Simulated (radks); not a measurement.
**Nd⁴⁺ in [Xe] 4f2: an all-electron calculation**

An exercise on one series of results from a longer session: the logs are not shown, and one member is left open.

Method: scalar-relativistic Kohn-Sham, OLYP, spin-unpolarised, spherical densities, finite nucleus. Code: radks (a radial shooting solver on a logarithmic mesh, Libxc functionals) version 1.

**The atom as given**

| Property | Result |
| --- | --- |
| element | neodymium (Z = 60) |
| charge | +4 |
| electrons | 56 |
| configuration | [Xe] 4f2 |
| nuclear rms radius | 4.9123 fm |

Outer shells as boxes (Hund's rule):

Nd⁴⁺
```
[Xe] core
4f [↑ ][↑ ][  ][  ][  ][  ][  ]
```

The first run:

Settings of this run:

```text
Z 60
configuration [Xe] 4f2
relativity scalar-relativistic
functional optx,lyp
spin unpolarised
nucleus finite rms 4.9123 fm
c 137.035999084
```

Steps of the session up to this table: Self-consistent calculation.

One of the session's tables, all rows but one given; the rest of the session is left out.

It belongs to the step «Radial structure». Radial moments (bohr):

```
level      <r>  outermost maximum (interpolated)  90 % within  nodes
   1s  0.02363                            0.0151       0.0427      0
   2s   0.1010                            0.0855        0.156      1
   2p  0.08880                            0.0689        0.145      0
   3s   0.2663                             0.244        0.391      2
   3p   0.2644                             0.239        0.396      1
   3d   0.2416                             0.196        0.377      0
   4s   0.6044                             0.564        0.867      3
   4p   0.6386                             0.588        0.927      2
   4d   0.6964                             0.615         1.04      1
   5s    1.395                              1.28         1.98      4
   5p    1.574                              1.43         2.26      3
   4f        ?                                 ?            ?      ?
```

**Question.** Estimate the row for 4f.

**Answer.** <r>: 0.8955; outermost maximum (interpolated): 0.635; 90 % within: 1.49; nodes: 0. In the column «<r>» it lies between 4d (0.6964) and 5s (1.395).

To keep in mind: Spin polarisation and multiplet splitting are left out.
